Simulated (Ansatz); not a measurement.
The system is RbSnN.

```xyz
6
Lattice="3.5113 0.0000 0.0000 -1.7556 3.0408 0.0000 0.0000 0.0000 12.7915" Properties=species:S:1:pos:R:3 pbc="T T T"
Sn    0.0000    0.0000    0.0866
Sn    0.0000    0.0000    6.4824
Rb    0.0000    2.0272    3.1922
Rb    1.7556    1.0136    9.5879
N     1.7556    1.0136    1.1296
N     0.0000    2.0272    7.5254
```

The cell comes from a database or a generator and needn't be the stable form of this composition.

- Program: Ansatz 0.2.0
- Task: single point
- Functional: PBE
- Potentials or basis: Ansatz PAW
- Cutoff: 420 eV (not typed: the program's choice for these potentials)
- k mesh: 9 × 9 × 2
- Occupations: fermi-dirac, width 0.05 eV
- Spin: no spin polarisation

On this cell: pressure -0.1 GPa; largest force 0.034 eV/Å; band gap on the k mesh 0.83 eV, indirect (least direct gap 0.91 eV).

The same run follows on a disturbed copy (atoms moved at random, drawn with an rms of 0.05 Å):

```xyz
6
Lattice="3.5113 0.0000 0.0000 -1.7556 3.0408 0.0000 0.0000 0.0000 12.7915" Properties=species:S:1:pos:R:3 pbc="T T T"
Sn   -0.0358   -0.0056    0.1113
Sn    0.0132   -0.0028    6.4449
Rb    0.0058    2.1092    3.2149
Rb    1.7729    1.0061    9.6049
N     1.7903    1.0358    1.1592
N     0.0318    2.0021    7.5053
```

What does the disturbed cell give?

The energy moves by +4.4 meV/atom; pressure -0.3 GPa; largest force 0.378 eV/Å; band gap on the k mesh 0.83 eV, indirect (least direct gap 0.90 eV).

Forces on the atoms (eV/Å):
```
Sn   0.307  0.102  0.028
Sn   0.074 -0.083  0.361
Rb   0.024 -0.080 -0.064
Rb   0.004 -0.012 -0.161
N   -0.320 -0.043 -0.052
N   -0.090  0.116 -0.112
```

Stress tensor (GPa, compression positive):
```
-0.12  0.02 -0.35
 0.02 -0.22 -0.12
-0.35 -0.12 -0.57
```

Caveats: odd divisions of the mesh miss points on the zone boundary, where band edges often lie, so the gap on the mesh can be too wide; spin-orbit coupling is left out, which moves the levels of the heavy elements.

A k mesh can miss the band edges.
